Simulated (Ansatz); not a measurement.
Working through an atomisation energy of CH₂BCl₂, SMILES [CH2]B(Cl)Cl

Program: the Python package of Ansatz (0.2.0).

Interactive session:
```pycon
>>> from collections import Counter
>>> import ansatz as az
>>> def energy_of(molecule, charge=0, unpaired=0):
...     calc = (
...         molecule.calculation()
...         .basis(gaussian="6-31G")
...         .functional("b3lyp")
...     )
...     if charge:
...         calc = calc.charge(charge)
...     if unpaired:
...         calc = calc.spin("collinear", total=unpaired)
...     return calc.run().report["free_energy_ev"]
...
>>> GEOMETRY = """
... C    -0.93200   -0.18110   -0.28500
... B     0.62960    0.00770   -0.07510
... Cl    1.74760   -1.45590   -0.14280
... Cl    1.33390    1.68510    0.22850
... H    -1.44670    0.80010   -0.22490
... H    -1.33240   -0.85580    0.49930
... """
>>> mol = az.Crystal.molecule()
>>> for line in GEOMETRY.strip().splitlines():
...     symbol, *xyz = line.split()
...     mol = mol.atom(symbol, [float(v) for v in xyz])
...
>>> # unpaired electrons of the ground-state atoms
>>> unpaired = {"C": 2, "B": 1, "Cl": 1, "H": 1}
>>> counts = Counter(site.symbol for site in mol.cartesian_sites)
>>> atom_energy = {s: energy_of(az.Crystal.molecule().atom(s, (0, 0, 0)), 0, unpaired[s]) for s in counts}

>>> whole = energy_of(mol, 0, 1)
>>> for s, e in atom_energy.items():
...     print(f"{s:2s} x{counts[s]}  {e:14.5f} eV")
...
C  x1     -1029.77851 eV
B  x1      -670.83725 eV
Cl x2    -12520.81244 eV
H  x2       -13.61312 eV
>>> print(f"CH2BCl2: {whole:.5f} eV")
CH2BCl2: -26790.03141 eV
>>> split = sum(counts[s] * e for s, e in atom_energy.items()) - whole
>>> print(f"atomisation energy (no zero-point term): {96.485332 * split:.1f} kJ/mol, {split / sum(counts.values()):.3f} eV an atom")
atomisation energy (no zero-point term): 1984.2 kJ/mol, 3.427 eV an atom
```

1984.2 kJ/mol from the electronic energies, without the zero-point term.

These settings explore the input space; basis and method may be short of convergence. The geometry is a force-field or estimated start, not a minimum of this method, and the basis set is short of its limit. All parts are taken at fixed geometry, without zero-point energy. The species is open-shell (spin multiplicity 2). b3lyp holds the VWN-RPA fit, as in Gaussian; the form of ORCA and Turbomole is b3lyp5. Wall time of the script: 3.2 s on 1 thread of Arm Neoverse V1, on a shared host, peak memory 0.2 GiB.

(Lines on the test bed's own set-up are left out of the output.)
